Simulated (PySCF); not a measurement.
# Molybdenum: the same states on changed settings

These states were run before on sound settings. What differs here: initial guess atom, at most 50 SCF cycles, level shift 0.1 hartree. What does it move?

Method: unrestricted determinants in a Gaussian basis, no spin-orbit coupling in the energies. Code: PySCF 2.14.0.

## 1. What is computed

* Element: molybdenum (Z = 42)
* Basis: def2-SVP with the def2 core potential (28 electrons)
* Hamiltonian: a scalar-relativistic core potential
* State 1: Mo+: [Kr] 4d5, high-spin 6S determinant
* State 2: Mo(2+): [Kr] 4d4, high-spin 5D determinant
* Methods: UHF, BP86, r2SCAN, MP2
* Core shells frozen in the correlated runs: valence: 4s2 4p6 (for Mo+)

The outer shells:

Mo+ [Kr] 4d5
```
[Kr] core
4d [↑ ][↑ ][↑ ][↑ ][↑ ]
```

Mo2+ [Kr] 4d4
```
[Kr] core
4d [↑ ][↑ ][↑ ][↑ ][  ]
```

The sound run (def2-SVP with ECP28, a scalar-relativistic core potential, symmetry-adapted start, fine grid, valence correlation) gave:

```
species         method  energy (hartree)
    Mo+            UHF         -67.31381
    Mo+           BP86         -67.88135
    Mo+         r2SCAN         -67.85240
    Mo+  MP2 (valence)         -67.35196
 Mo(2+)            UHF         -66.75994
 Mo(2+)           BP86         -67.27720
 Mo(2+)         r2SCAN         -67.25410
 Mo(2+)  MP2 (valence)         -66.78114
```

The runs were made by one driver on top of PySCF. The scripts below sum up each run's settings (the driver also hands on starting orbitals that pick excited configurations, and frozen orbitals as a list rather than a count), and the logs come from the driver's own runs.

The driver's launch:

```
OMP_NUM_THREADS=1 python atomrun2.py TASK.json OUT
```

The integrals over 31 functions and the set-up took 0.04 s of CPU time.

## 2. Changed run, Mo+

Level: UHF.

Input file input.py:

```python
from pyscf import gto, scf, dft, mp, cc
import basis_set_exchange as bse
txt = bse.get_basis("def2-SVP", elements=["Mo"], fmt="nwchem", header=False)
cut = txt.index("\nECP")
mol = gto.M(atom="Mo 0 0 0", charge=1, spin=5, symmetry="D2h",
            basis=gto.basis.parse(txt[:cut]),
            ecp={"Mo": gto.basis.parse_ecp(txt[cut:])})
mf = scf.UHF(mol)
mf.irrep_nelec = {'Ag': (3, 1), 'B1g': (1, 0), 'B2g': (1, 0), 'B3g': (1, 0), 'B1u': (1, 1), 'B2u': (1, 1), 'B3u': (1, 1)}
mf.init_guess = "atom"
mf.max_cycle = 50
mf.level_shift = 0.1
mf.conv_check = False  # no last unshifted cycle
mf.kernel()
```

Standard output:

```text
damping factor = 0
level_shift factor = 0.1
DIIS = <class 'pyscf.scf.diis.CDIIS'>
diis_start_cycle = 1
diis_space = 10
diis_damp = 0
SCF conv_tol = 1e-09
SCF conv_tol_grad = None
number electrons alpha = 9  beta = 4
irrep_nelec {'Ag': (3, 1), 'B1g': (1, 0), 'B2g': (1, 0), 'B3g': (1, 0), 'Au': (0, 0), 'B1u': (1, 1), 'B2u': (1, 1), 'B3u': (1, 1)}
alpha HOMO (Ag) = -0.0282074885982714  LUMO (Ag) = 0.112280884939961

WARN: HOMO -0.0282074885982714 >= LUMO -0.0282074885982741

cycle= 1 E= -67.1800720669577  delta_E= -0.395  |g|= 0.378  |ddm|= 1.19
alpha HOMO (B3g) = -0.725955869823256  LUMO (Ag) = -0.193718598349013
  HOMO = -0.725955869823  LUMO = -0.193718598349  gap/eV = 14.48291
cycle= 2 E= -67.3085846926707  delta_E= -0.129  |g|= 0.111  |ddm|= 0.624
alpha HOMO (Ag) = -0.609935248232683  LUMO (Ag) = -0.134049487525798
  HOMO = -0.609935248233  LUMO = -0.134049487526  gap/eV = 12.94951
cycle= 3 E= -67.3133329609535  delta_E= -0.00475  |g|= 0.0286  |ddm|= 0.129
alpha HOMO (B3g) = -0.59824822408784  LUMO (Ag) = -0.12471814352116
  HOMO = -0.598248224088  LUMO = -0.124718143521  gap/eV = 12.88541
cycle= 4 E= -67.3137995736919  delta_E= -0.000467  |g|= 0.00246  |ddm|= 0.0448
alpha HOMO (Ag) = -0.598015125574089  LUMO (Ag) = -0.124569382092855
  HOMO = -0.598015125574  LUMO = -0.124569382093  gap/eV = 12.88311
cycle= 5 E= -67.3138062391169  delta_E= -6.67e-06  |g|= 0.000349  |ddm|= 0.00467
alpha HOMO (B3g) = -0.597932797843133  LUMO (Ag) = -0.124524310441063
  HOMO = -0.597932797843  LUMO = -0.124524310441  gap/eV = 12.88210
cycle= 6 E= -67.3138063582855  delta_E= -1.19e-07  |g|= 3.57e-05  |ddm|= 0.000655
alpha HOMO (B3g) = -0.597930790187279  LUMO (Ag) = -0.124523676393557
  HOMO = -0.597930790187  LUMO = -0.124523676394  gap/eV = 12.88206
cycle= 7 E= -67.3138063596546  delta_E= -1.37e-09  |g|= 4.16e-06  |ddm|= 6.8e-05
alpha HOMO (Ag) = -0.597930256400238  LUMO (Ag) = -0.124523644956875
  HOMO = -0.5979302564  LUMO = -0.124523644957  gap/eV = 12.88205
cycle= 8 E= -67.3138063596741  delta_E= -1.95e-11  |g|= 4.86e-07  |ddm|= 7.84e-06
converged SCF energy = -67.3138063596741  <S^2> = 8.7512623  2S+1 = 6.0004208
```

It took 0.26 s on 1 thread of Neoverse-N1, shared host, the integrals not counted.

The occupied shells:

```
shell  electrons  mean orbital energy (eV)  spread (eV)  rms radius (bohr)
 4s α          1                   -89.780            0               1.20
 4s β          1                   -83.122            0               1.20
 4p α          3                   -59.717            0               1.34
 4p β          3                   -50.858            0               1.34
 4d α          5                   -16.271            0               2.03
```

⟨S²⟩ = 8.751, ⟨L²⟩ = 0.00.

Energies and moments cover only the electrons outside the core potential.

Level: BP86.

Changes to input.py:

```diff
@@ -7,3 +7,3 @@
             ecp={"Mo": gto.basis.parse_ecp(txt[cut:])})
-mf = scf.UHF(mol)
+mf = dft.UKS(mol, xc="B88,P86")
 mf.irrep_nelec = {'Ag': (3, 1), 'B1g': (1, 0), 'B2g': (1, 0), 'B3g': (1, 0), 'B1u': (1, 1), 'B2u': (1, 1), 'B3u': (1, 1)}
```

Standard output:

```text
damping factor = 0
level_shift factor = 0.1
DIIS = <class 'pyscf.scf.diis.CDIIS'>
diis_start_cycle = 1
diis_space = 10
diis_damp = 0
SCF conv_tol = 1e-09
SCF conv_tol_grad = None
number electrons alpha = 9  beta = 4
irrep_nelec {'Ag': (3, 1), 'B1g': (1, 0), 'B2g': (1, 0), 'B3g': (1, 0), 'Au': (0, 0), 'B1u': (1, 1), 'B2u': (1, 1), 'B3u': (1, 1)}
XC functionals = B88,P86
    A. D. Becke.,  Phys. Rev. A 38, 3098 (1988)
    J. P. Perdew.,  Phys. Rev. B 33, 8822 (1986)
alpha HOMO (Ag) = -0.0594887937321694  LUMO (Ag) = -0.0352512009200598

WARN: HOMO -0.0594887937321694 >= LUMO -0.0594887937321726

cycle= 1 E= -67.8435254777959  delta_E= 0.114  |g|= 0.199  |ddm|= 1.23
alpha HOMO (Ag) = -0.515794041650303  LUMO (Ag) = -0.340062282971324
  HOMO = -0.51579404165  LUMO = -0.340062282971  gap/eV = 4.78190
cycle= 2 E= -67.8707264609  delta_E= -0.0272  |g|= 0.132  |ddm|= 0.513
alpha HOMO (Ag) = -0.429640284324336  LUMO (Ag) = -0.297438512108458
  HOMO = -0.429640284324  LUMO = -0.297438512108  gap/eV = 3.59739
cycle= 3 E= -67.8807594237123  delta_E= -0.01  |g|= 0.0266  |ddm|= 0.15
alpha HOMO (Ag) = -0.420042033208703  LUMO (Ag) = -0.291820246051165
  HOMO = -0.420042033209  LUMO = -0.291820246051  gap/eV = 3.48909
cycle= 4 E= -67.8813351426962  delta_E= -0.000576  |g|= 0.0039  |ddm|= 0.0366
alpha HOMO (Ag) = -0.420136197974776  LUMO (Ag) = -0.291933655996186
  HOMO = -0.420136197975  LUMO = -0.291933655996  gap/eV = 3.48857
cycle= 5 E= -67.8813501423522  delta_E= -1.5e-05  |g|= 0.000626  |ddm|= 0.00614
alpha HOMO (B3g) = -0.420179274417302  LUMO (Ag) = -0.291974420389799
  HOMO = -0.420179274417  LUMO = -0.29197442039  gap/eV = 3.48863
cycle= 6 E= -67.8813505548285  delta_E= -4.12e-07  |g|= 0.000108  |ddm|= 0.00103
alpha HOMO (B1g) = -0.420179591183085  LUMO (Ag) = -0.291974670121451
  HOMO = -0.420179591183  LUMO = -0.291974670121  gap/eV = 3.48863
cycle= 7 E= -67.8813505669558  delta_E= -1.21e-08  |g|= 1.87e-05  |ddm|= 0.000176
alpha HOMO (Ag) = -0.420179666263677  LUMO (Ag) = -0.291974834115888
  HOMO = -0.420179666264  LUMO = -0.291974834116  gap/eV = 3.48863
cycle= 8 E= -67.8813505673167  delta_E= -3.61e-10  |g|= 3.21e-06  |ddm|= 3.04e-05
converged SCF energy = -67.8813505673167  <S^2> = 8.7501192  2S+1 = 6.0000397
```

It took 0.63 s on 1 thread of Neoverse-N1, shared host, the integrals not counted.

Energies and moments cover only the electrons outside the core potential.

Level: r2SCAN.

Changes to input.py:

```diff
@@ -7,3 +7,3 @@
             ecp={"Mo": gto.basis.parse_ecp(txt[cut:])})
-mf = dft.UKS(mol, xc="B88,P86")
+mf = dft.UKS(mol, xc="R2SCAN")
 mf.irrep_nelec = {'Ag': (3, 1), 'B1g': (1, 0), 'B2g': (1, 0), 'B3g': (1, 0), 'B1u': (1, 1), 'B2u': (1, 1), 'B3u': (1, 1)}
```

Standard output:

```text
damping factor = 0
level_shift factor = 0.1
DIIS = <class 'pyscf.scf.diis.CDIIS'>
diis_start_cycle = 1
diis_space = 10
diis_damp = 0
SCF conv_tol = 1e-09
SCF conv_tol_grad = None
number electrons alpha = 9  beta = 4
irrep_nelec {'Ag': (3, 1), 'B1g': (1, 0), 'B2g': (1, 0), 'B3g': (1, 0), 'Au': (0, 0), 'B1u': (1, 1), 'B2u': (1, 1), 'B3u': (1, 1)}
XC functionals = R2SCAN
    J. W. Furness, A. D. Kaplan, J. Ning, J. P. Perdew, and J. Sun.,  J. Phys. Chem. Lett. 11, 8208-8215 (2020)
    J. W. Furness, A. D. Kaplan, J. Ning, J. P. Perdew, and J. Sun.,  J. Phys. Chem. Lett. 11, 9248-9248 (2020)
    J. W. Furness, A. D. Kaplan, J. Ning, J. P. Perdew, and J. Sun.,  J. Phys. Chem. Lett. 11, 8208-8215 (2020)
    J. W. Furness, A. D. Kaplan, J. Ning, J. P. Perdew, and J. Sun.,  J. Phys. Chem. Lett. 11, 9248-9248 (2020)
alpha HOMO (Ag) = -0.0537111230912608  LUMO (Ag) = -0.0204775525382166

WARN: HOMO -0.0537111230912608 >= LUMO -0.0537111230912633

cycle= 1 E= -67.8129869347036  delta_E= 0.0398  |g|= 0.203  |ddm|= 1.24
alpha HOMO (Ag) = -0.517263739330323  LUMO (Ag) = -0.329021105706254
  HOMO = -0.51726373933  LUMO = -0.329021105706  gap/eV = 5.12234
cycle= 2 E= -67.8441921515093  delta_E= -0.0312  |g|= 0.119  |ddm|=  0.5
alpha HOMO (Ag) = -0.431394953955102  LUMO (Ag) = -0.283798443916869
  HOMO = -0.431394953955  LUMO = -0.283798443917  gap/eV = 4.01631
cycle= 3 E= -67.8520088174103  delta_E= -0.00782  |g|= 0.0221  |ddm|= 0.137
alpha HOMO (B2g) = -0.422667436886113  LUMO (Ag) = -0.278152615167125
  HOMO = -0.422667436886  LUMO = -0.278152615167  gap/eV = 3.93245
cycle= 4 E= -67.8523893661593  delta_E= -0.000381  |g|= 0.00285  |ddm|= 0.0302
alpha HOMO (Ag) = -0.422798693449115  LUMO (Ag) = -0.278249619112435
  HOMO = -0.422798693449  LUMO = -0.278249619112  gap/eV = 3.93338
cycle= 5 E= -67.8523974077846  delta_E= -8.04e-06  |g|= 0.000407  |ddm|= 0.00459
alpha HOMO (Ag) = -0.422851774352106  LUMO (Ag) = -0.278290990664238
  HOMO = -0.422851774352  LUMO = -0.278290990664  gap/eV = 3.93370
cycle= 6 E= -67.852397590692  delta_E= -1.83e-07  |g|= 6.83e-05  |ddm|= 0.000708
alpha HOMO (Ag) = -0.422851774372475  LUMO (Ag) = -0.278290803595235
  HOMO = -0.422851774372  LUMO = -0.278290803595  gap/eV = 3.93370
cycle= 7 E= -67.8523975956302  delta_E= -4.94e-09  |g|= 1.13e-05  |ddm|= 0.000115
alpha HOMO (B3g) = -0.422851824399516  LUMO (Ag) = -0.278290897722755
  HOMO = -0.4228518244  LUMO = -0.278290897723  gap/eV = 3.93370
cycle= 8 E= -67.8523975957652  delta_E= -1.35e-10  |g|= 1.87e-06  |ddm|= 1.89e-05
converged SCF energy = -67.8523975957652  <S^2> = 8.7504393  2S+1 = 6.0001464
```

Time after the integrals: 1.2 s (1 thread of Neoverse-N1, shared host).

Energies and moments cover only the electrons outside the core potential.

Level: MP2 (valence).

Changes to input.py:

```diff
@@ -7,3 +7,3 @@
             ecp={"Mo": gto.basis.parse_ecp(txt[cut:])})
-mf = dft.UKS(mol, xc="R2SCAN")
+mf = scf.UHF(mol)
 mf.irrep_nelec = {'Ag': (3, 1), 'B1g': (1, 0), 'B2g': (1, 0), 'B3g': (1, 0), 'B1u': (1, 1), 'B2u': (1, 1), 'B3u': (1, 1)}
@@ -14 +14,2 @@
 mf.kernel()
+mp.UMP2(mf, frozen=4).kernel()
```

The driver printed no log here.

It took 0.01 s on 1 thread of Neoverse-N1, shared host, the integrals not counted.

With 5 electrons correlated, the MP2 correlation energy is -0.03572 hartree (-0.03572 same spin, 0.00000 opposite spin); the SCS form gives -0.01191. Largest pairs of shells: 4d-4d -0.0357.

[end of part 1 of 2]
